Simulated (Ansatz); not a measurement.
# HSb: the cost of one run

The runs use Ansatz 0.2.0, Gaussian basis; the settings change from run to run.

17 further runs of the same task are left out: 15 that didn't finish, 2 set aside as unsound or not needed. Runs told in other sessions of the task aren't counted.

## (1) The system

The geometry derives from a PBE0/def2-TZVP stationary point (not a proven minimum). One bond is set to the value named and the two fragments are kept rigid. No spin-orbit coupling is included. Elements past krypton take def2 core potentials.

2 atoms, charge 1, spin multiplicity 4.

Atoms are counted from 1 here; the program's logs count them from 0.

No contacts short enough for the rule that draws bonds.

## (2) CCSD(T) on UHF/def2-TZVP

in.yaml reads:

```yaml
crystal:
  periodic: [false, false, false]
  atoms:
    - {symbol: Sb, position_ang: [0.000000, 0.000000, 0.000000]}
    - {symbol: H, position_ang: [0.000000, 0.000000, 6.374000]}
basis:
  gaussian: {orbitals: def2-TZVP}
total_charge: 1
magnetization: {spin_polarized: true, initial_magnetization: 3}
correlation: {method: ccsd_t, electrons: valence}
scf: {lower_state_search: off}
output: {forces: true}
```

Run with:

```
> ansatz run in.yaml --threads 1 --pin off --events-out ev --progress --plain --max-ram 2393MiB
```

Q: Estimate wall time and peak memory on 1 thread of Arm Neoverse V2, shared host.

About 13 s, with a peak of 0.3 GiB.
